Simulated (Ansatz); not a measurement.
Predict the output of the script below (Ansatz 0.2.0, Python API).

`k3na_k3na.vasp`
```text
K3Na
1.0
   6.36932314    0.00000000    0.00000000
   0.00000000    6.36932314    0.00000000
   0.00000000    0.00000000    6.36932314
K Na
3 1
Direct
   0.00000000    0.50000000    0.50000000
   0.50000000    0.00000000    0.50000000
   0.50000000    0.50000000    0.00000000
   0.00000000    0.00000000    0.00000000
```

Script `cohesive.py`:
```python
"""Cohesive energy of K3Na from free atoms."""

from collections import Counter
import warnings

import ansatz
from ase.io import read


def counts(outcome):
    return Counter(site.symbol for site in outcome.lattice.sites)

UNPAIRED = {"K": 1, "Na": 1}  # unpaired electrons of the free atoms


def compute(name, crystal):
    calc = crystal.calculation()
    calc = calc.functional(ansatz.Functional.LDA)
    calc = calc.basis(47 * ansatz.Ry, density_ratio=8)
    calc = calc.mixing("anderson", preconditioner="kerker").scf(lower_state_search="standard")
    calc = calc.kpoints(spacing=0.39)
    calc = calc.occupations("cold", width=0.02)
    if name.endswith(" atom"):
        calc = calc.kpoints(1, 1, 1).occupations("fermi_dirac", width=0.01)
        if UNPAIRED[name.split()[0]]:
            calc = calc.spin("collinear")
        return calc.run(threads=1)
    calc = calc.relax(force_tolerance=0.01, cell=True)
    return calc.run(threads=1)

warnings.simplefilter("ignore", ansatz.DeckWarning)

phases = {}
atoms = read("k3na_k3na.vasp", format="vasp")
k3na = ansatz.Crystal.from_ase(atoms)
phases["K3Na"] = k3na
# free atoms: a low-symmetry box, moments by the rule of Hund
for element, moment in UNPAIRED.items():
    phases[f"{element} atom"] = ansatz.Lattice.orthorhombic(9.0, 9.5, 10.0).atom(element, (0.5, 0.5, 0.5), moment=moment or None)

done = {name: compute(name, crystal) for name, crystal in phases.items()}

print({element: round(done[f"{element} atom"].report["magnetization_mub"], 2) for element in UNPAIRED}, "muB on the free atoms")
solid = done["K3Na"]
n = counts(solid)
binding = (sum(k * done[f"{e} atom"].report["energy_sigma0_ev"] for e, k in n.items()) - solid.report["energy_sigma0_ev"]) / sum(n.values())
print(f"cohesive energy {binding:.3f} eV/atom = {96.4853 * binding:.0f} kJ/mol of atoms (no zero-point energy)")
```

```console
$ python cohesive.py
{'K': 1.0, 'Na': 1.0} muB on the free atoms
cohesive energy 0.916 eV/atom = 88 kJ/mol of atoms (no zero-point energy)
```

Caveats:
- The settings weren't tested for convergence.
- The magnetic order follows from the starting moments and needn't be the lowest.
- For the metals among these phases the mesh is modest: differences between phases can be off by up to 40 meV an atom.
- The cells come from databases of deposited and of computed structures, and not all need be stable phases.
- Free atoms in a box carry small image and symmetry errors, and spin-orbit coupling is left out.
- The script silences the warnings on its input, which a real study should read.
- Finished in 78 s on 1 thread of Arm Neoverse V2, with other jobs on the host, peak memory 1.7 GiB.
